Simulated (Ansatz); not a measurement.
# InH3O2 + H2S: a complex and its separated parts, part 2 of 2

Ansatz 0.2.0, Gaussian basis.

## Step 13: CAM-B3LYP-D4/def2-TZVPP

The inputs:

parta/in.yaml

```yaml
crystal:
  periodic: [false, false, false]
  atoms:
    - {symbol: In, position_ang: [-0.493901, -0.834352, 0.360854]}
    - {symbol: O, position_ang: [0.772110, -0.819929, 1.889820]}
    - {symbol: O, position_ang: [0.598699, -1.066084, -1.266029]}
    - {symbol: H, position_ang: [-2.178843, -0.681989, 0.395513]}
    - {symbol: H, position_ang: [0.359451, -0.713311, 2.749281]}
    - {symbol: H, position_ang: [1.531770, -1.130381, -1.044858]}
basis:
  gaussian: {orbitals: def2-TZVPP}
hamiltonian: {xc: {name: CAM-B3LYP}, dispersion: d4}
```

partb/in.yaml

```yaml
crystal:
  periodic: [false, false, false]
  atoms:
    - {symbol: S, position_ang: [-0.081257, 2.019808, -0.483295]}
    - {symbol: H, position_ang: [-1.123850, 2.035827, -1.327069]}
    - {symbol: H, position_ang: [0.615720, 1.190510, -1.274317]}
basis:
  gaussian: {orbitals: def2-TZVPP}
hamiltonian: {xc: {name: CAM-B3LYP}, dispersion: d4}
```

Each run has its own folder and the same command.

Run with:

```console
> ansatz run in.yaml --threads 4 --pin off --events-out ev --progress --plain --max-ram 9574MiB
```

Output in parta (excerpt; [...] marks lines left out):

```text
Functional definition: CAM-B3LYP
  name "CAM-B3LYP"
  cite "Yanai, Tew & Handy, Chem. Phys. Lett. 393, 51 (2004) doi:10.1016/j.cplett.2004.06.011"
  cite "Iikura, Tsuneda, Yanai & Hirao, J. Chem. Phys. 115, 3540 (2001) doi:10.1063/1.1383587"
  cite "Becke, Phys. Rev. A 38, 3098 (1988) doi:10.1103/PhysRevA.38.3098"
  cite "Lee, Yang & Parr, Phys. Rev. B 37, 785 (1988) doi:10.1103/PhysRevB.37.785"
[...]
  # Exact exchange under (alpha + beta erf(omega r))/r, Becke's under what is left of 1/r.
[...]
944 factors; their error is unknown
243 factors; integrals over basis functions are off by at most 2.6e-5 eV
[...]
mean field -9317.54672659 eV, -342.4135265421 hartree, gradient 6.5e-5 eV, S^2 0.000000; 0 other end points of the search recorded, 0 dependent functions left out
reference -9317.54685316 eV, -342.4135311935 hartree; 20, 20 occupied and 134, 134 virtual orbitals, 944 factors
Total energy: -9317.61548801 eV, -342.4160534777 hartree
```

partb printed (excerpt; [...] marks lines left out):

```text
[... 6 set-up lines as earlier in the session ...]
[...]
  # Exact exchange under (alpha + beta erf(omega r))/r, Becke's under what is left of 1/r.
[...]
414 factors; their error is unknown
87 factors; integrals over basis functions are off by at most 9.9e-5 eV
[...]
mean field -10868.61808605 eV, -399.4143476482 hartree, gradient 1.9e-5 eV, S^2 0.000000; 0 other end points of the search recorded, 0 dependent functions left out
reference -10868.61816313 eV, -399.4143504810 hartree; 9, 9 occupied and 61, 61 virtual orbitals, 414 factors
Total energy: -10868.63011844 eV, -399.4147898305 hartree
```

Wall times: 1.4 s (parta), 0.3 s (partb) on 4 threads of Arm Neoverse V2, shared host.

## Step 14: wB97X-V/def2-TZVPP

Each input of step 13 (parta, partb) changes in the same lines:

```diff
-hamiltonian: {xc: {name: CAM-B3LYP}, dispersion: d4}
+hamiltonian: {xc: {name: wB97X-V}}
```

Each run has its own folder and the same command.

Run with:

```console
> ansatz run in.yaml --threads 4 --pin off --events-out ev --progress --plain --max-ram 9574MiB
```

Log of parta (excerpt; [...] marks lines left out):

```text
Functional definition: wB97X-V
  name "wB97X-V"
  cite "Mardirossian & Head-Gordon, Phys. Chem. Chem. Phys. 16, 9904 (2014) doi:10.1039/C3CP54374A"
[... 2 set-up lines as earlier in the session ...]
[...]
      + integral(e_c_pw_opposite_spin*poly(b97_u_opposite, cos0, cos1)) + vv10(b, c)
931 factors; their error is unknown
204 factors; integrals over basis functions are off by at most 2.3e-5 eV
[...]
mean field -9317.37489564 eV, -342.4072118711 hartree, gradient 7.6e-5 eV, S^2 0.000000; 0 other end points of the search recorded, 0 dependent functions left out
reference -9317.37489300 eV, -342.4072117742 hartree; 20, 20 occupied and 134, 134 virtual orbitals, 931 factors
Total energy: -9317.37489300 eV, -342.4072117742 hartree
```

Output in partb (excerpt; [...] marks lines left out):

```text
[... 5 set-up lines as earlier in the session ...]
[...]
      + integral(e_c_pw_opposite_spin*poly(b97_u_opposite, cos0, cos1)) + vv10(b, c)
409 factors; their error is unknown
87 factors; integrals over basis functions are off by at most 4.4e-5 eV
[...]
mean field -10866.66388933 eV, -399.3425322436 hartree, gradient 7.8e-5 eV, S^2 0.000000; 0 other end points of the search recorded, 0 dependent functions left out
reference -10866.66388817 eV, -399.3425322008 hartree; 9, 9 occupied and 61, 61 virtual orbitals, 409 factors
Total energy: -10866.66388817 eV, -399.3425322008 hartree
```

They took 3.4 s (parta), 0.55 s (partb) on 4 threads of Arm Neoverse V2, shared host.

## Step 15: wB97M-V/def2-TZVPP

Each input of step 14 (parta, partb) changes in the same lines:

```diff
-hamiltonian: {xc: {name: wB97X-V}}
+hamiltonian: {xc: {name: wB97M-V}}
```

One command serves all of them, each in its own folder.

Run with:

```console
> ansatz run in.yaml --threads 4 --pin off --events-out ev --progress --plain --max-ram 9574MiB
```

parta printed (excerpt; [...] marks lines left out):

```text
Functional definition: wB97M-V
  name "wB97M-V"
  cite "Mardirossian & Head-Gordon, J. Chem. Phys. 144, 214110 (2016) doi:10.1063/1.4952647"
[... 2 set-up lines as earlier in the session ...]
  # Of w^i u^j: cxij and so on, Table III.
[...]
  gx(w, u) = 1 - cx + cx01*u + cx10*w
[...]
      + integral(e_c_pw_mod_opposite_spin*gos(b97_w_opposite, b97_u_opposite)) + vv10(b, c)
903 factors; their error is unknown
204 factors; integrals over basis functions are off by at most 2.3e-5 eV
[...]
mean field -9316.62683979 eV, -342.3797213257 hartree, gradient 2.1e-5 eV, S^2 0.000000; 0 other end points of the search recorded, 0 dependent functions left out
reference -9316.62690700 eV, -342.3797237958 hartree; 20, 20 occupied and 134, 134 virtual orbitals, 903 factors
Total energy: -9316.62690700 eV, -342.3797237958 hartree
```

Output in partb (excerpt; [...] marks lines left out):

```text
[... 5 set-up lines as earlier in the session ...]
  # Of w^i u^j: cxij and so on, Table III.
[...]
  gx(w, u) = 1 - cx + cx01*u + cx10*w
[...]
      + integral(e_c_pw_mod_opposite_spin*gos(b97_w_opposite, b97_u_opposite)) + vv10(b, c)
409 factors; their error is unknown
87 factors; integrals over basis functions are off by at most 4.4e-5 eV
[...]
mean field -10867.51056891 eV, -399.3736471442 hartree, gradient 7.8e-6 eV, S^2 0.000000; 0 other end points of the search recorded, 0 dependent functions left out
reference -10867.51059708 eV, -399.3736481794 hartree; 9, 9 occupied and 61, 61 virtual orbitals, 409 factors
Total energy: -10867.51059708 eV, -399.3736481794 hartree
```

They took 3.5 s (parta), 0.65 s (partb) on 4 threads of Arm Neoverse V2, shared host.

## Step 16: B2PLYP/def2-TZVPP

Each input of step 15 (parta, partb) changes in the same lines:

```diff
-hamiltonian: {xc: {name: wB97M-V}}
+hamiltonian: {xc: {name: B2PLYP}}
```

Each run has its own folder and the same command.

Run with:

```console
> ansatz run in.yaml --threads 4 --pin off --events-out ev --progress --plain --max-ram 9574MiB
```

Log of parta (excerpt; [...] marks lines left out):

```text
Functional definition: B2PLYP
  name "B2PLYP"
  cite "Grimme, J. Chem. Phys. 124, 034108 (2006) doi:10.1063/1.2148954"
[... 2 set-up lines as earlier in the session ...]
[...]
1125 factors; integrals over basis functions are off by at most 8.5e-4 eV
[...]
mean field -9304.00271987 eV, -341.9157934756 hartree, gradient 7.0e-6 eV, S^2 0.000000; 0 other end points of the search recorded, 0 dependent functions left out
6 core orbitals not correlated: weight in the atoms' cores, before any rotation towards them, 1.000 or more for the frozen orbitals, at most 0.000 for the correlated occupied ones
reference -9304.00287895 eV, -341.9157993217 hartree; 14, 14 occupied and 134, 134 virtual orbitals, 1125 factors
second order -25.80557004 eV of doubles, -0.00000000 eV of singles
Total energy: -9310.97038286 eV, -342.1718503677 hartree
```

Log of partb (excerpt; [...] marks lines left out):

```text
[... 5 set-up lines as earlier in the session ...]
[...]
386 factors; integrals over basis functions are off by at most 9.3e-4 eV
[...]
mean field -10863.10107232 eV, -399.2116011334 hartree, gradient 3.8e-6 eV, S^2 0.000000; 0 other end points of the search recorded, 0 dependent functions left out
5 core orbitals not correlated: weight in the atoms' cores, before any rotation towards them, 1.000 or more for the frozen orbitals, at most 0.000 for the correlated occupied ones
reference -10863.10117221 eV, -399.2116048045 hartree; 4, 4 occupied and 61, 61 virtual orbitals, 386 factors
second order -6.35682405 eV of doubles, -0.00000000 eV of singles
Total energy: -10864.81751471 eV, -399.2746792277 hartree
```

Times: 2.1 s (parta), 0.35 s (partb) on 4 threads of Arm Neoverse V2, shared host.

## Step 17: PBE-QIDH/def2-TZVPP

The same edit goes into each in.yaml of step 16 (parta, partb):

```diff
-hamiltonian: {xc: {name: B2PLYP}}
+hamiltonian: {xc: {name: PBE-QIDH}}
```

Each run has its own folder and the same command.

Run with:

```console
> ansatz run in.yaml --threads 4 --pin off --events-out ev --progress --plain --max-ram 9574MiB
```

parta printed (excerpt; [...] marks lines left out):

```text
Functional definition: PBE-QIDH
  name "PBE-QIDH"
  cite "Brémond, Sancho-García, Pérez-Jiménez & Adamo, J. Chem. Phys. 141, 031101 (2014) doi:10.1063/1.4890314"
[... 1 set-up line as earlier in the session ...]
[...]
1125 factors; integrals over basis functions are off by at most 8.5e-4 eV
[...]
mean field -9300.88205704 eV, -341.8011112320 hartree, gradient 2.4e-6 eV, S^2 0.000000; 0 other end points of the search recorded, 0 dependent functions left out
6 core orbitals not correlated: weight in the atoms' cores, before any rotation towards them, 1.000 or more for the frozen orbitals, at most 0.000 for the correlated occupied ones
reference -9300.88207171 eV, -341.8011117710 hartree; 14, 14 occupied and 134, 134 virtual orbitals, 1125 factors
second order -23.89393231 eV of doubles, -0.00000000 eV of singles
Total energy: -9308.84671581 eV, -342.0938070432 hartree
```

Log of partb (excerpt; [...] marks lines left out):

```text
[... 4 set-up lines as earlier in the session ...]
[...]
386 factors; integrals over basis functions are off by at most 9.3e-4 eV
[...]
mean field -10860.20503540 eV, -399.1051737394 hartree, gradient 1.1e-6 eV, S^2 0.000000; 0 other end points of the search recorded, 0 dependent functions left out
5 core orbitals not correlated: weight in the atoms' cores, before any rotation towards them, 1.000 or more for the frozen orbitals, at most 0.000 for the correlated occupied ones
reference -10860.20504218 eV, -399.1051739887 hartree; 4, 4 occupied and 61, 61 virtual orbitals, 386 factors
second order -5.89912889 eV of doubles, -0.00000000 eV of singles
Total energy: -10862.17141847 eV, -399.1774369847 hartree
```

Wall times: 2.2 s (parta), 0.35 s (partb) on 4 threads of Arm Neoverse V2, shared host.

## Step 18: RPA on PBE/def2-TZVPP

Each input of step 17 (parta, partb) changes in the same lines:

```diff
-hamiltonian: {xc: {name: PBE-QIDH}}
+hamiltonian: {xc: pbe}
+correlation: {method: rpa}
```

Each run has its own folder and the same command.

Run with:

```console
> ansatz run in.yaml --threads 4 --pin off --events-out ev --progress --plain --max-ram 9574MiB
```

Output in parta (excerpt; [...] marks lines left out):

```text
[... 4 set-up lines as earlier in the session ...]
[...]
1125 factors; integrals over basis functions are off by at most 8.5e-4 eV
[...]
mean field -9315.09191100 eV, -342.3233137330 hartree, gradient 2.0e-6 eV, S^2 0.000000; 0 other end points of the search recorded, 0 dependent functions left out
6 core orbitals not correlated: weight in the atoms' cores, before any rotation towards them, 1.000 or more for the frozen orbitals, at most 0.000 for the correlated occupied ones
reference -9271.39536020 eV, -340.7174951097 hartree; 14, 14 occupied and 134, 134 virtual orbitals, 1125 factors
Total energy: -9303.07489449 eV, -341.8816965218 hartree
```

Log of partb (excerpt; [...] marks lines left out):

```text
[... 4 set-up lines as earlier in the session ...]
[...]
386 factors; integrals over basis functions are off by at most 9.3e-4 eV
[...]
mean field -10863.54268148 eV, -399.2278299707 hartree, gradient 4.3e-6 eV, S^2 0.000000; 0 other end points of the search recorded, 0 dependent functions left out
5 core orbitals not correlated: weight in the atoms' cores, before any rotation towards them, 1.000 or more for the frozen orbitals, at most 0.000 for the correlated occupied ones
reference -10849.04797830 eV, -398.6951594537 hartree; 4, 4 occupied and 61, 61 virtual orbitals, 386 factors
Total energy: -10858.41208548 eV, -399.0392840453 hartree
```

Times: 2.4 s (parta), 0.35 s (partb) on 4 threads of Arm Neoverse V2, shared host.

## Step 19: CCSD(T)/def2-TZVPP

Each input of step 18 (parta, partb) changes in the same lines:

```diff
-hamiltonian: {xc: pbe}
-correlation: {method: rpa}
+correlation: {method: ccsd_t}
```

The same command starts each run, in its folder.

Run with:

```console
> ansatz run in.yaml --threads 4 --pin off --events-out ev --progress --plain --max-ram 9574MiB
```

parta printed (excerpt; [...] marks lines left out):

```text
Functional definition: HF
  name "HF"
  cite "Fock, Z. Phys. 61, 126 (1930) doi:10.1007/BF01340294"
[... 1 set-up line as earlier in the session ...]
[...]
1125 factors; integrals over basis functions are off by at most 8.5e-4 eV
[...]
mean field -9272.85243976 eV, -340.7710417959 hartree, gradient 2.3e-6 eV, S^2 0.000000; 0 other end points of the search recorded, 0 dependent functions left out
6 core orbitals not correlated: weight in the atoms' cores, before any rotation towards them, 1.000 or more for the frozen orbitals, at most 0.000 for the correlated occupied ones
reference -9272.85243976 eV, -340.7710417959 hartree; 14, 14 occupied and 134, 134 virtual orbitals, 1125 factors
second order -21.31856296 eV of doubles, -0.00000000 eV of singles
cycle   1  -20.65727088 eV  change    6.6e-1 eV  update   1.2e-1
[...]
cycle  10  -21.30151130 eV  change   -2.8e-5 eV  update   1.4e-5
perturbative correction -0.72671421 eV, -0.0267062547 hartree
Total energy: -9294.88066526 eV, -341.5805641520 hartree
```

Log of partb (excerpt; [...] marks lines left out):

```text
[... 4 set-up lines as earlier in the session ...]
[...]
386 factors; integrals over basis functions are off by at most 9.3e-4 eV
[...]
mean field -10849.38779229 eV, -398.7076473875 hartree, gradient 1.3e-6 eV, S^2 0.000000; 0 other end points of the search recorded, 0 dependent functions left out
5 core orbitals not correlated: weight in the atoms' cores, before any rotation towards them, 1.000 or more for the frozen orbitals, at most 0.000 for the correlated occupied ones
reference -10849.38779229 eV, -398.7076473875 hartree; 4, 4 occupied and 61, 61 virtual orbitals, 386 factors
second order -5.20092418 eV of doubles, -0.00000000 eV of singles
cycle   1  -5.68439191 eV  change   -4.8e-1 eV  update   4.9e-2
[...]
cycle   8  -5.86290339 eV  change    2.6e-6 eV  update   5.9e-6
perturbative correction -0.21792795 eV, -0.0080087044 hartree
Total energy: -10855.46862363 eV, -398.9311138173 hartree
```

They took 22 s (parta), 0.3 s (partb) on 4 threads of Arm Neoverse V2, shared host; peak memory 1.2 GiB.

## Step 20: Vibrations of InH3O2

The input, vib-parta/in.yaml:

```yaml
crystal:
  periodic: [false, false, false]
  atoms:
    - {symbol: In, position_ang: [-0.493901, -0.834352, 0.360854]}
    - {symbol: O, position_ang: [0.772110, -0.819929, 1.889820]}
    - {symbol: O, position_ang: [0.598699, -1.066084, -1.266029]}
    - {symbol: H, position_ang: [-2.178843, -0.681989, 0.395513]}
    - {symbol: H, position_ang: [0.359451, -0.713311, 2.749281]}
    - {symbol: H, position_ang: [1.531770, -1.130381, -1.044858]}
basis:
  gaussian: {orbitals: def2-TZVP}
hamiltonian: {xc: pbe0, dispersion: d4}
phonons: {temperatures: {t_min: 298.15, t_max: 900, t_step: 200}}
```

Run with:

```console
> ansatz run in.yaml --threads 4 --pin off --events-out ev --progress --plain --max-ram 9574MiB
```

The log of the run (excerpt; [...] marks lines left out):

```text
[... 5 set-up lines as earlier in the session ...]
[...]
915 factors; their error is unknown
[...]
mean field -9314.81380596 eV, -342.3130935613 hartree, gradient 6.9e-5 eV, S^2 0.000000; 0 other end points of the search recorded, 0 dependent functions left out
[...]
Atom 3 at    -2.178843    -0.681989     0.395513 Å, force    -0.000257    -0.000114    -0.000865 eV/Å
Atom 4 at     0.359451    -0.713311     2.749281 Å, force    -0.001182     0.000568     0.000929 eV/Å
Atom 5 at     1.531770    -1.130381    -1.044858 Å, force    -0.000024    -0.000294    -0.002450 eV/Å
Dipole moment:    -0.354157     0.059305     0.340359 e Å
Vibrations: 137.80 303.18 350.69 410.94 434.28 601.27 618.14 778.09 834.63 1900.89 3880.06 3899.98 cm⁻¹, zero-point energy 0.877184 eV
```

Run time: 33 s. Hardware: 4 threads of Arm Neoverse V2, shared host.

The modes, with what each moves most:

| mode | wavenumber (cm⁻¹) | character |
| --- | --- | --- |
| 1 | 138 | bend |
| 2 | 303 | torsion |
| 3 | 351 | torsion |
| 4 | 411 | bend |
| 5 | 434 | torsion |
| 6 | 601 | In–O stretch |
| 7 | 618 | In–O stretch |
| 8 | 778 | bend |
| 9 | 835 | bend |
| 10 | 1901 | In–H stretch |
| 11 | 3880 | O–H stretch |
| 12 | 3900 | O–H stretch |

Vibrational sums (real modes only):

| T (K) | entropy (J/mol/K) | heat capacity (J/mol/K) |
| --- | --- | --- |
| 298 | 35.3 | 47.4 |
| 498 | 63.9 | 63.1 |
| 698 | 86.6 | 70.8 |
| 898 | 105.0 | 75.7 |

## Step 21: Vibrations of H2S

The input, vib-partb/in.yaml:

```yaml
crystal:
  periodic: [false, false, false]
  atoms:
    - {symbol: S, position_ang: [-0.081257, 2.019808, -0.483295]}
    - {symbol: H, position_ang: [-1.123850, 2.035827, -1.327069]}
    - {symbol: H, position_ang: [0.615720, 1.190510, -1.274317]}
basis:
  gaussian: {orbitals: def2-TZVP}
hamiltonian: {xc: pbe0, dispersion: d4}
phonons: {temperatures: {t_min: 298.15, t_max: 900, t_step: 200}}
```

Run with:

```console
> ansatz run in.yaml --threads 4 --pin off --events-out ev --progress --plain --max-ram 9574MiB
```

The log of the run (excerpt; [...] marks lines left out):

```text
[... 5 set-up lines as earlier in the session ...]
[...]
359 factors; their error is unknown
[...]
mean field -10864.45046309 eV, -399.2611903294 hartree, gradient 4.8e-5 eV, S^2 0.000000; 0 other end points of the search recorded, 0 dependent functions left out
[...]
Total energy: -10864.46265916 eV, -399.2616385267 hartree
Atom 0 at    -0.081257     2.019808    -0.483295 Å, force     0.000077    -0.000126    -0.000144 eV/Å
Atom 1 at    -1.123850     2.035827    -1.327069 Å, force    -0.000457     0.000236     0.000009 eV/Å
Atom 2 at     0.615720     1.190510    -1.274317 Å, force     0.000380    -0.000110     0.000135 eV/Å
Dipole moment:    -0.045013    -0.105919    -0.212911 e Å
Vibrations: 1209.04 2724.41 2739.70 cm⁻¹, zero-point energy 0.413683 eV
```

Wall time 1.4 s (4 threads of Arm Neoverse V2, shared host).

Wavenumbers and character of the modes:

| mode | wavenumber (cm⁻¹) | character |
| --- | --- | --- |
| 1 | 1209 | bend |
| 2 | 2724 | S–H stretch |
| 3 | 2740 | S–H stretch |

Vibrational sums (real modes only):

| T (K) | entropy (J/mol/K) | heat capacity (J/mol/K) |
| --- | --- | --- |
| 298 | 0.2 | 0.8 |
| 498 | 1.2 | 3.7 |
| 698 | 3.0 | 7.0 |
| 898 | 5.1 | 10.2 |

## Step 22: Complex less separated parts

The complex's own energies come from single points at the same levels.

Rows are in def2-TZVPP; times add the 3 runs of a level on a shared host, so small differences are noise.

Differences are taken before rounding.

| method | rung | complex less parts (kJ/mol) | from CCSD(T) (kJ/mol) | time |
| --- | --- | --- | --- | --- |
| SPW92 | LDA | -66.0 | -27.0 | 1.9 s |
| PBE-D4 | GGA | -45.3 | -6.3 | 3 s |
| BLYP-D4 | GGA | -38.2 | +0.8 | 3.2 s |
| r2SCAN-D4 | meta-GGA | -46.7 | -7.6 | 6.7 s |
| B97M-V | meta-GGA | -42.0 | -3.0 | 14 s |
| PBE0-D4 | hybrid | -45.2 | -6.1 | 4.4 s |
| B3LYP-D4 | hybrid | -40.1 | -1.1 | 4.2 s |
| r2SCAN0-D4 | hybrid | -46.4 | -7.4 | 7 s |
| BHLYP-D4 | hybrid | -42.7 | -3.7 | 4 s |
| CAM-B3LYP-D4 | range-separated hybrid | -40.4 | -1.4 | 4.5 s |
| wB97X-V | range-separated hybrid | -41.0 | -1.9 | 11 s |
| wB97M-V | range-separated hybrid | -42.3 | -3.2 | 12 s |
| B2PLYP | double hybrid | -32.9 | +6.1 | 8 s |
| PBE-QIDH | double hybrid | -42.0 | -2.9 | 8 s |
| RPA on PBE | RPA | -32.8 | +6.2 | 8.8 s |
| Hartree-Fock | wavefunction | -15.3 | +23.8 |  |
| MP2 | wavefunction | -42.7 | -3.7 |  |
| CCSD | wavefunction | -35.0 | +4.0 |  |
| CCSD(T) | wavefunction | -39.0 | 0 | 2.9 min |

Among the levels timed on like hardware and quicker than the yardstick, those that no quicker one beats, quickest first: SPW92 (1.9 s, -27.0 kJ/mol); PBE-D4 (3 s, -6.3 kJ/mol); BLYP-D4 (3.2 s, +0.8 kJ/mol).

For cost: BLYP-D4 gets within 0.8 kJ/mol in 3.2 s, where CCSD(T) took 2.9 min; the quickest level in the cost chart, SPW92, takes 1.9 s and misses by 27.0 kJ/mol.

The complex's zero-point energy, from a separate PBE0-D4 run, is 1.354 eV.

## Step 23: What came out

What follows sums up all 2 parts.

| quantity | value |
| --- | --- |
| complex less parts, CCSD(T)/def2-TZVPP | -39.0 kJ/mol |
| with zero-point energy | -32.9 kJ/mol |
| largest T1 diagnostic | 0.017 |

**Reading.** At CCSD(T) the complex lies 39.0 kJ/mol below its parts. BLYP-D4 is the best functional here (+0.8 kJ/mol from CCSD(T)); SPW92 is the worst (-27.0 kJ/mol). Mean unsigned error by rung: LDA 27.0, GGA 3.6, meta-GGA 5.3, hybrid 4.6, range-separated hybrid 2.2, double hybrid 4.5 kJ/mol. PBE-D4 gives a relative energy 6.3 kJ/mol too low, outside chemical accuracy (1 kcal/mol, 4.2 kJ/mol). No counterpoise was applied, and triple zeta lacks some correlation, so the CCSD(T) reference has a basis error of its own, and close matches with it are partly luck.
